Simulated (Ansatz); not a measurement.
**H₅N₂O₂Ta: how energies converge with the basis set**

One table from this session's results is given with a row withheld; the runs are named, their logs left out.

The runs use Ansatz 0.2.0, Gaussian basis; one geometry, several basis sets.

Levels to be run: PBE0-D4/def2-SVP; ωB97M-V/def2-SVP; PBE0-D4/def2-QZVPP; ωB97M-V/def2-QZVPP; the functionals' def2-TZVPP values are taken from earlier runs.

1 further run of the same task is left out (for a known fault of the program). Runs told in other sessions of the task aren't counted.

## Structure used throughout

An earlier PBE0-D4 in a triple-zeta def2 set relaxation fixed the geometry. Ta takes the def2 core potential; no spin-orbit term is included.

SMILES `[NH]=[Ta]([NH2])([OH])[OH]`, 10 atoms, charge 0, spin multiplicity 1.

Atoms are counted from 1 here; the program's logs count them from 0.

Bond lengths: N1–Ta2 1.769 Å, N1–H6 1.005 Å, Ta2–N3 1.986 Å, Ta2–O4 1.919 Å, Ta2–O5 1.919 Å, N3–H7 1.010 Å, N3–H8 1.007 Å, O4–H9 0.956 Å, O5–H10 0.956 Å. Angles: Ta2–N1–H6 175.6°, N1–Ta2–N3 104.6°, N1–Ta2–O4 112.0°, N1–Ta2–O5 112.0°, N3–Ta2–O4 110.3°, N3–Ta2–O5 110.3°, O4–Ta2–O5 107.7°, Ta2–N3–H7 124.0°, Ta2–N3–H8 125.6°, H7–N3–H8 110.4°, Ta2–O4–H9 131.0°, Ta2–O5–H10 131.0°.

Set-up of the first run:

Input file in.yaml:

```yaml
crystal:
  periodic: [false, false, false]
  atoms:
    - {symbol: N, position_ang: [-1.026716, 1.293422, -0.433606]}
    - {symbol: Ta, position_ang: [0.115228, 0.109567, 0.218334]}
    - {symbol: N, position_ang: [-0.009138, -1.438063, -1.019879]}
    - {symbol: O, position_ang: [-0.345743, -0.425215, 2.002335]}
    - {symbol: O, position_ang: [1.909051, 0.789086, 0.258044]}
    - {symbol: H, position_ang: [-1.655271, 2.013116, -0.745165]}
    - {symbol: H, position_ang: [0.527654, -2.287542, -0.917233]}
    - {symbol: H, position_ang: [-0.604724, -1.495128, -1.829733]}
    - {symbol: H, position_ang: [-1.105275, -0.216186, 2.543478]}
    - {symbol: H, position_ang: [2.278133, 1.605843, -0.073775]}
basis:
  gaussian: {orbitals: def2-SVP}
hamiltonian: {xc: pbe0, dispersion: d4}
output: {orbitals: {seedname: orbitals}}
```

The run is started by

```
$ ansatz run in.yaml --threads 4 --pin off --events-out ev --progress --plain --max-ram 10444MiB
```

Among the steps run: PBE0-D4 in def2-SVP; ωB97M-V in def2-SVP; PBE0-D4 in def2-QZVPP; ωB97M-V in def2-QZVPP.

One table of the session follows, with a row left open; its other results are not shown here.

It belongs to the step «Functionals by basis». 

| functional | basis | HOMO (eV) | LUMO (eV) |
| --- | --- | --- | --- |
| PBE0-D4 | def2-SVP | -7.30 | 0.31 |
| PBE0-D4 | def2-TZVPP | -7.47 | 0.11 |
| PBE0-D4 | def2-QZVPP | -7.54 | -0.23 |
| ωB97M-V | def2-SVP | -9.66 | 1.62 |
| ωB97M-V | def2-TZVPP | ? | ? |
| ωB97M-V | def2-QZVPP | -9.90 | 0.66 |

Q: Estimate the row for ωB97M-V, def2-TZVPP from the others.

**Answer.** HOMO (eV): -9.83; LUMO (eV): 1.32. In the column «HOMO (eV)» it lies between ωB97M-V, def2-QZVPP (-9.90) and ωB97M-V, def2-SVP (-9.66).
